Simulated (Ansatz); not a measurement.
# C2H6FNOW: a ladder of functionals and wavefunction methods

An exercise on one series of results from a longer session: the logs are not shown, and one member is left open.

Method: functionals in def2-TZVPP, the program's frozen cores in correlated methods; program: Ansatz 0.2.0, Gaussian basis.

Plan: LDA (SPW92), PBE-D4, revPBE-D4, BLYP-D4, r2SCAN-D4, B97M-V, PBE0-D4, B3LYP-D4, r2SCANh-D4, r2SCAN0-D4, HSE06-D4, BHLYP-D4, CAM-B3LYP-D4, LC-ωPBE, ωB97X-V, ωB97M-V, B2PLYP, PBE-QIDH; CCSD(T)/def2-SVP; MP2/def2-TZVPP; MP2/def2-QZVPP; RPA on PBE.

### The geometry

All runs share one geometry, relaxed beforehand with PBE0-D4 in a triple-zeta def2 set. W takes the def2 core potential; no spin-orbit term is included.

12 atoms, charge 0, spin multiplicity 1.

Atoms are counted from 1 here; the program's logs count them from 0.

Bond lengths: C1–N2 1.419 Å, C1–H7 1.096 Å, C1–H8 1.095 Å, C1–H9 1.095 Å, N2–W3 1.741 Å, W3–C4 2.113 Å, W3–O5 1.704 Å, W3–F6 1.877 Å, C4–H10 1.094 Å, C4–H11 1.091 Å, C4–H12 1.095 Å. Angles: N2–C1–H7 111.7°, N2–C1–H8 109.7°, N2–C1–H9 110.5°, H7–C1–H8 108.3°, H7–C1–H9 108.8°, H8–C1–H9 107.6°, C1–N2–W3 155.3°, N2–W3–C4 102.8°, N2–W3–O5 109.0°, N2–W3–F6 111.9°, C4–W3–O5 105.2°, C4–W3–F6 112.0°, O5–W3–F6 115.1°, W3–C4–H10 109.5°, W3–C4–H11 111.7°, W3–C4–H12 109.4°, H10–C4–H11 108.2°, H10–C4–H12 109.5° and more.

The first run:

Input file in.yaml:

```yaml
crystal:
  periodic: [false, false, false]
  atoms:
    - {symbol: C, position_ang: [-1.460126, -1.561486, 0.679100]}
    - {symbol: N, position_ang: [-0.619648, -0.419518, 0.637230]}
    - {symbol: W, position_ang: [-0.084022, 1.129625, 0.049002]}
    - {symbol: C, position_ang: [1.801015, 0.682220, -0.793700]}
    - {symbol: O, position_ang: [-1.062811, 1.590885, -1.266890]}
    - {symbol: F, position_ang: [0.043916, 2.395297, 1.428656]}
    - {symbol: H, position_ang: [-2.219876, -1.534042, -0.109873]}
    - {symbol: H, position_ang: [-0.858809, -2.467000, 0.546996]}
    - {symbol: H, position_ang: [-1.960882, -1.634455, 1.649676]}
    - {symbol: H, position_ang: [2.471984, 0.315115, -0.011358]}
    - {symbol: H, position_ang: [1.726036, -0.084336, -1.566973]}
    - {symbol: H, position_ang: [2.223214, 1.587695, -1.241856]}
basis:
  gaussian: {orbitals: def2-TZVPP}
hamiltonian: {xc: lda}
output: {orbitals: {seedname: orbitals}}
```

On the command line:

```console
> ansatz run in.yaml --threads 4 --pin off --events-out ev --progress --plain --max-ram 11315MiB
```

Among the steps run: LDA; PBE-D4 (GGA); revPBE-D4 (GGA); BLYP-D4 (GGA); r2SCAN-D4 (meta-GGA); B97M-V (meta-GGA); B3LYP-D4 (hybrid); r2SCANh-D4 (hybrid); r2SCAN0-D4 (hybrid); HSE06-D4 (hybrid); BHLYP-D4 (hybrid); CAM-B3LYP-D4 (range-separated); LC-ωPBE (range-separated); ωB97X-V (range-separated); ωB97M-V (range-separated); B2PLYP (double hybrid); PBE-QIDH (double hybrid).

One of the session's tables, all rows but one given; the rest of the session is left out.

It belongs to the step «Orbital energies across the functionals». 

```
  functional  HOMO (eV)  LUMO (eV)  gap (eV)
 LDA (SPW92)      -6.52      -2.75      3.76
      PBE-D4      -6.34      -2.50      3.83
   revPBE-D4      -6.27      -2.40      3.86
     BLYP-D4      -6.23      -2.43      3.80
   r2SCAN-D4      -6.60      -2.39      4.21
      B97M-V      -6.68      -2.39      4.29
     PBE0-D4      -7.69      -1.70      5.99
    B3LYP-D4      -7.48      -1.96      5.52
  r2SCANh-D4      -7.11      -2.09      5.02
  r2SCAN0-D4      -7.88      -1.63      6.25
    HSE06-D4      -7.29      -2.08      5.21
    BHLYP-D4      -8.98      -0.79      8.18
CAM-B3LYP-D4      -9.06      -0.65      8.41
     LC-ωPBE     -10.34       0.56     10.90
     ωB97X-V     -10.02       0.46     10.47
     ωB97M-V          ?          ?         ?
```

**Question.** Estimate the row for ωB97M-V.

The run gave: HOMO (eV): -9.95; LUMO (eV): 0.37; gap (eV): 10.32. In the column «HOMO (eV)» it lies between ωB97X-V (-10.02) and CAM-B3LYP-D4 (-9.06).
